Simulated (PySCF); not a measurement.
# One shape, several levels: SnTe (SMILES [Sn][Te])

Wanted: a comparison of 6 runs (B3LYP/STO-6G, PBE/STO-6G, MP2/STO-6G, UMP2/STO-6G, CCSD(T)/STO-6G, FCI/STO-6G) of SnTe. 

The results are computed with PySCF 2.14.0.

8 further runs of the same task are left out: 3 that didn't finish, 5 set aside as unsound or not needed.

## 1. The molecule

SnTe: 2 atoms, total charge 0, spin state singlet. SMILES: `[Sn][Te]`. The Sn1–Te2 distance was set to 3.777 Å, away from the relaxed value.

Bond lengths: Sn1–Te2 3.777 Å.

## 2. The energy at B3LYP/STO-6G (run 1)

Contents of input.py:

```python
from pyscf import gto, dft

molecule = gto.M(
    atom='''
Sn   0.000000   0.000000  -1.249470
Te   0.000000   0.000000   2.527330
''',
    max_memory=1860,
    charge=0,
    basis='sto-6g',
    verbose=3,
)

mf = dft.RKS(molecule)
mf.xc = 'b3lyp'
mf.grids.level = 5
mf.conv_tol = 1e-10
mf.kernel()
if not mf.converged:
    mf = mf.newton().run(mf.mo_coeff, mf.mo_occ)

etot = mf.e_tot
print('Final energy', etot)
```

Started as:

```sh
$ OMP_NUM_THREADS=1 python input.py
```

Log:

```text
converged SCF energy = -12579.290655256
Final energy -12579.290655256034
```

It took 9.3 s on 1 thread of Arm Neoverse V1, shared host; peak memory 0.28 GiB.

## 3. The energy at PBE/STO-6G (run 2)

Contents of input.py:

```python
from pyscf import gto, dft

system = gto.M(
    atom='''
Sn     0.000000     0.000000    -1.249470
Te     0.000000     0.000000     2.527330
''',
    basis='sto-6g',
    verbose=3,
    max_memory=1860,
    spin=0,
)

ks = dft.RKS(system)
ks.xc = 'pbe'
ks.conv_tol = 1e-10
ks.grids.level = 5
ks.kernel()
if not ks.converged:
    ks = ks.newton().run(ks.mo_coeff, ks.mo_occ)

etot = ks.e_tot
print(f'total energy: {etot:.8f} hartree')
```

Started as:

```sh
$ OMP_NUM_THREADS=1 python input.py
```

Log:

```text
SCF not converged.
SCF energy = -12578.1422608964
converged SCF energy = -12578.142260899
total energy: -12578.14226090 hartree
```

Run time: 14 s. Hardware: 1 thread of Arm Neoverse V1, shared host; peak memory 0.33 GiB.

Runs 3 to 5 aren't shown in full; the table further down has their settings and results.

## 4. A single-point energy at FCI/STO-6G (run 6)

Contents of run.py:

```python
from pyscf import gto, mcscf
from pyscf import fci

mol = gto.M(
    atom='Sn 0.000000 0.000000 -1.249470; Te -0.000000 -0.000000 2.527330',
    charge=0,
    max_memory=1860,
    basis='sto-6g',
    verbose=3,
)

mf = mol.RHF()
mf.conv_tol = 1e-10
mf.kernel()
if not mf.converged:
    mf = mf.newton().run(mf.mo_coeff, mf.mo_occ)

cas = mcscf.CASCI(mf, mf.mo_coeff.shape[-1] - 36, (mol.nelec[0] - 36, mol.nelec[1] - 36))  # full CI above the frozen core
cas.fcisolver = fci.direct_spin0.FCI(mol)  # even spin states alone
cas.kernel()
print('<S^2> = %.4f' % cas.fcisolver.spin_square(cas.ci, cas.ncas, cas.nelecas)[0])
e_tot = cas.e_tot
print(f'total energy: {e_tot:.8f} hartree')
```

Started as:

```sh
$ OMP_NUM_THREADS=1 python run.py
```

Log:

```text
converged SCF energy = -12574.8668128715
CASCI E = -12574.9978261340  E(CI) = -195.839713705795  S^2 = 0.0000000
<S^2> = 0.0000
total energy: -12574.99782613 hartree
```

Run time: 2.1 min. Hardware: 1 thread of Arm Neoverse V1, shared host; peak memory 0.28 GiB.

## 5. All runs side by side

```csv
run,level,integration grid,frozen core orbitals,energy (Eh),dipole moment (D) of the reference,HOMO energy (eV),LUMO energy (eV),wall time
1,B3LYP/STO-6G,5,–,-12579.290655,6.40,-2.05,-0.88,9.3 s
2,PBE/STO-6G,5,–,-12578.142261,5.78,-1.67,-1.27,14 s
3,MP2/STO-6G,–,36,-12574.901326,7.20,-3.91,2.98,5.4 s
4,UMP2/STO-6G,–,36,-12574.975107,2.72,-4.08,3.90,7.5 s
5,CCSD(T)/STO-6G,–,36,-12574.917403,7.20,-3.91,2.98,5.7 s
6,FCI/STO-6G,–,36,-12574.997826,7.20,-3.91,2.98,2.1 min
```

## 6. Summary of results

| quantity | value |
| --- | --- |
| run 6: total energy | -12574.99783 Eh |
| run 6: dipole moment (Hartree–Fock density) | 7.20 D |
| run 6: HOMO energy (Hartree–Fock orbitals) | -3.91 eV |
| run 6: LUMO energy (Hartree–Fock orbitals) | 2.98 eV |
| run 6: HOMO–LUMO gap (Hartree–Fock orbitals) | 6.89 eV |
| run 6: correlation energy (36 core orbitals frozen) | -131.0 mEh |

Against full CI in this basis: MP2 +96.5 mEh; UMP2 +22.7 mEh; CCSD(T) +80.4 mEh. Totals of different functionals can't be ranked against each other. In runs 1, 2, 3, 4, 5, 6 the basis is minimal, so the values are rough. In runs 1, 2, 3, 4, 5, 6 relativity is left out where basis or elements ask for it. Spin contamination of the reference: run 4 ⟨S²⟩ = 1.72. Where it is this large, the reference is a mixture of spin states, and values that rest on it are in doubt. All runs together took 2.8 min, the longest 2.1 min.
